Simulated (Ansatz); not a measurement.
Working through vertical and adiabatic energies of changing the electron count of CH4SeSi, SMILES C1[SiH2][Se]1

Program: Ansatz's Python interface.

Input file `ch4sesi.xyz`:
```text
7

C    -0.62760   -0.50350   -0.38070
Si    0.69350    0.31240    0.52640
Se   -0.41740    1.19430   -1.36210
H    -0.30800   -1.34990   -0.97120
H    -1.63270   -0.49100    0.14760
H     0.29950    0.99620    1.77560
H     2.05400   -0.22650    0.21870
```

Notebook, run cell by cell (the value of a cell's last expression is shown):

In [1]:
```python
import itertools

import ansatz as az
from ase.data import atomic_numbers, covalent_radii
import numpy as np

system = az.Crystal.molecule_from_extxyz("ch4sesi.xyz")

calc = (
    system.calculation()
    .basis(gaussian="def2-SVP")
    .functional("r2SCAN")
)
symbols = [site.symbol for site in system.cartesian_sites]
start = np.array([site.position_ang for site in system.cartesian_sites], dtype=float)
r = calc.relax(force_tolerance=0.01).run(threads=1, backend="cpu").report
end = np.array(r["positions_ang"])
```

In [2]:
```python
minimum = az.Crystal.molecule()
for symbol, place in zip(symbols, end):
    minimum = minimum.atom(symbol, place.tolist())
ion = minimum.calculation()
ion = ion.basis(gaussian="def2-SVP")
ion = ion.functional("r2SCAN")
ion = ion.charge(1).spin("collinear", total=1)
vertical = ion.run(threads=1, backend="cpu").report
settled = ion.relax(force_tolerance=0.01, max_steps=80).run(threads=1, backend="cpu").report
print(f"vertical ionisation energy   {vertical['free_energy_ev'] - r['free_energy_ev']:.3f} eV")
print(f"adiabatic, no zero point     {settled['free_energy_ev'] - r['free_energy_ev']:.3f} eV")
print(f"relaxation energy of the ion {vertical['free_energy_ev'] - settled['free_energy_ev']:.3f} eV")
ionised = np.array(settled["positions_ang"])
# pairs closer than 1.2 times the sum of covalent radii, before or after
radius = [covalent_radii[atomic_numbers[s]] for s in symbols]
span = lambda where, i, j: np.linalg.norm(where[i] - where[j])
bonded = [(i, j) for i, j in itertools.combinations(range(len(symbols)), 2) if min(span(end, i, j), span(ionised, i, j)) < 1.2 * (radius[i] + radius[j])]
print("pair        before    after (A)")
for i, j in bonded:
    print(f"{symbols[i]}{i}-{symbols[j]}{j}".ljust(10), f"{span(end, i, j):8.4f} {span(ionised, i, j):8.4f}")
```
```text
vertical ionisation energy   8.792 eV
adiabatic, no zero point     8.580 eV
relaxation energy of the ion 0.211 eV
pair        before    after (A)
C0-Si1       1.8524   1.8484
C0-Se2       2.0350   2.0004
C0-H3        1.0965   1.1024
C0-H4        1.0965   1.1023
Si1-Se2      2.2387   2.3810
Si1-H5       1.4858   1.4763
Si1-H6       1.4857   1.4763
```

Notes:
- The settings weren't tested for convergence.
- The energies are electronic: no zero-point or thermal terms, and the basis set is short of its limit. The product may relax into another structure. Each relaxation finds its nearest minimum, which needn't be the lowest.
- It ran for 110 s on 1 thread of Arm Neoverse V1 (shared host), peak memory 0.29 GiB.
